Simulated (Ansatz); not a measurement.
Runs of Ansatz 0.2.0 on NaCu. Symmetry: P4/mmm, No. 123, tetragonal system. The conventional cell has a = 2.942 Å, b = 2.942 Å, c = 4.041 Å, α = 90.00°, β = 90.00°, γ = 90.00°. Na (site symmetry 4/mmm) is surrounded by 8 Cu at 2.90 Å and 4 Na at 2.94 Å. Cu (site symmetry 4/mmm) has 8 Na at 2.90 Å and 4 Cu at 2.94 Å as nearest neighbours. The cell was built by a generator and needn't be a form met in nature.

| level | gap on the mesh (eV) | pressure (GPa) |
| --- | --- | --- |
| PBE | none | (a) |
| RPBE | none | (b) |
| revPBE | none | 4.9 |
| BLYP | none | 4.7 |
| LDA | none | -1.9 |

Alike in all rows: task band structure; potentials or basis Ansatz PAW; no spin polarisation; cell as given; k mesh 9 × 9 × 7; cutoff (eV) 420; smearing fermi-dirac 0.05 eV.

Estimate the missing entries.

(a) 3.0; (b) 5.4.

Caveats: the PAW data sets come from PBE, with cores solved anew for the run's functional, which leaves a small shift of forces and pressure (some runs); the potentials were made for another functional, which shifts forces and pressure (some runs).

A k mesh can miss the band edges.

A gap of «none» marks a metal or a gap under the smearing width.

Not every run made on this cell is shown here.
